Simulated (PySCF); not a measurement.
**SeCl⁻: changing the method**

Starting from one script, swap the method and compare what comes out for SeCl⁻.

Program: PySCF 2.14.0. Level of theory: each script names its method and basis. These are calculated values, not measurements.

5 further runs of the same task are left out: 5 that didn't finish.

## 1. Starting geometry

SeCl⁻: 2 atoms, charge -1, spin multiplicity 1.

Bond lengths: Se1–Cl2 2.294 Å.

## 2. The run that the others are compared with

File input.py:

```python
from pyscf import gto, scf, mp

mol = gto.M(
    atom='Se 0 0 0; Cl 0 0 2.294',
    basis='lanl2dz',
    ecp={'Se': 'lanl2dz', 'Cl': 'lanl2dz'},
    charge=-1,
    spin=0,
    symmetry=True,
    verbose=4,
)
mf = scf.RHF(mol)
mf.kernel()
mp.MP2(mf).kernel()
mf.dip_moment()
print('orbital energies (hartree):', mf.mo_energy[..., max(0, mol.nelec[1]-3):mol.nelec[0]+3].round(4))
```

Command:

```
$ OMP_NUM_THREADS=1 python input.py
```

## 3. Frozen orbitals 1

Run 1 changes frozen orbitals: none → 1.

Edit input.py of step 2 so:

```diff
@@ -13,3 +13,3 @@
 mf.kernel()
-mp.MP2(mf).kernel()
+mp.MP2(mf, frozen=1).kernel()
 mf.dip_moment()
```

## 4. Gradient

Run 2 changes step after the SCF: mp2 → gradient.

Edit input.py of step 2 so:

```diff
@@ -1,2 +1,2 @@
-from pyscf import gto, scf, mp
+from pyscf import gto, scf
 
@@ -13,3 +13,3 @@
 mf.kernel()
-mp.MP2(mf).kernel()
+mf.nuc_grad_method().kernel()
 mf.dip_moment()
```

## 5. Stability test

Run 3 changes step after the SCF: mp2 → stability; point-group symmetry: on → off.

Edit input.py of step 2 so:

```diff
@@ -1,2 +1,2 @@
-from pyscf import gto, scf, mp
+from pyscf import gto, scf
 
@@ -8,3 +8,2 @@
     spin=0,
-    symmetry=True,
     verbose=4,
@@ -13,3 +12,3 @@
 mf.kernel()
-mp.MP2(mf).kernel()
+mf.stability(internal=True, external=True)
 mf.dip_moment()
```

## 6. B3pw91 (RKS)

Run 4 changes functional: none (Hartree–Fock) → b3pw91; SCF type: RHF → RKS; step after the SCF: mp2 → analyze.

Edit input.py of step 2 so:

```diff
@@ -1,2 +1,2 @@
-from pyscf import gto, scf, mp
+from pyscf import gto, dft
 
@@ -11,5 +11,5 @@
 )
-mf = scf.RHF(mol)
+mf = dft.RKS(mol, xc='b3pw91')
 mf.kernel()
-mp.MP2(mf).kernel()
+mf.mulliken_pop()
 mf.dip_moment()
```

Q: Predict the outcome of this session. Wanted: for each run, E(SCF); from base; gap; after the SCF.

**Answer**, as computed:

| run | E(SCF) (hartree) | from base (eV) | cycles | gap (eV) | after the SCF |
| --- | --- | --- | --- | --- | --- |
| base | -23.767145 | 0 | 8 | 10.14 | MP2 correlation -1.580 eV |
| frozen orbitals 1 | -23.767145 | 0.0000 | 8 | 10.14 | MP2 correlation -1.384 eV, core frozen |
| gradient | -23.767145 | 0.0000 | 8 | 10.14 | n/a |
| stability test | -23.767145 | 0.0000 | 8 | 10.14 | stable |
| b3pw91 (RKS) | -24.270767 | not comparable | 8 | 3.37 | n/a |

In words: Total energies of different functionals can't be compared with each other; differences within one functional can.
